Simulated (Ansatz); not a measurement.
# TlS: the cost of one run

Computed with Ansatz 0.2.0 through its Python package. Level of theory: DFT PBEsol+D3(BJ) with three-body term, plane waves, PAW.

### 1 Starting point

Symmetry: Pm-3m, No. 221, cubic system. Conventional cell: a = 3.596 Å, b = 3.596 Å, c = 3.596 Å, α = 90.00°, β = 90.00°, γ = 90.00°. Tl (site symmetry m-3m) has 8 S at 3.11 Å as nearest neighbours. Around S (site symmetry m-3m) lie 8 Tl at 3.11 Å.

The script holds or builds the structure itself.

### 2 The script

Contents of tls_zeeman.py:

```python
"""Response of the spins of TlS to a Zeeman field."""

import warnings

import ansatz as az
from ase import Atoms
import numpy as np


def main() -> None:
    warnings.simplefilter("ignore", az.DeckWarning)

    atoms = Atoms(
        ["Tl", "S"],
        scaled_positions=[
            [0.5, 0.5, 0.5],
            [0.0, 0.0, 0.0],
        ],
        cell=[
            [3.595635, 0.0, 0.0],
            [0.0, 3.595635, 0.0],
            [0.0, 0.0, 3.595635],
        ],
        pbc=True,
    )
    xtal = az.Crystal.from_ase(atoms)

    calc = (
        xtal.calculation()
        .functional(az.Functional.PBESOL, dispersion="d3bjatm")
        .pseudopotentials("paw")
        .basis(450)
        .kpoints(spacing=0.29)
        .occupations(az.OccupationsMethod.FERMI_DIRAC, width=0.05)
        .spin("collinear")
    )
    # the field acts on the spins alone; such large fields lift the response over the noise
    rows = []
    for tesla in [0, 250, 500]:
        data = (calc.magnetic_field(tesla) if tesla else calc).run(threads=1, backend="cpu").report
        rows.append((tesla, data["magnetization_mub"], data["free_energy_ev"], data["components"].get("e_zeeman", 0.0)))
    print("         B (T)      moment muB            F eV  Zeeman term eV")
    for row in rows:
        print(f"{str(row[0]):>14s}  {row[1]:14.4f}  {row[2]:14.5f}  {row[3]:14.5f}")
    slope = np.polyfit([row[0] for row in rows], [row[1] for row in rows], 1)[0]
    print(f"dM/dB = {1000 * slope:.4f} muB per 1000 T per cell")


if __name__ == "__main__":
    main()
```

### 3 What the engine is handed

The package turns the script's settings into the engine's input (first run):

```yaml
crystal:
  lattice:
    - [3.595635, 0.0, 0.0]
    - [0.0, 3.595635, 0.0]
    - [0.0, 0.0, 3.595635]
  atoms:
    - { symbol: Tl, position: [0.5, 0.5, 0.5] }
    - { symbol: S, position: [0.0, 0.0, 0.0] }
basis:
  ecutwfc: 450.0
kpoints:
  mp_grid:
    kspacing: 0.29
hamiltonian:
  xc: pbesol
  dispersion: d3bjatm
  pseudopotentials:
    kind: paw
magnetization:
  spin_polarized: true
scf:
  occupations:
    method: fermi_dirac
    width: 0.05
```

### 4 Launch

Started as:

```sh
> python tls_zeeman.py
```

**Question.** How long does this script take on 1 thread of Arm Neoverse V1, shared host, and how much memory does it need?

About 9.3 s, with a peak of 0.36 GiB.
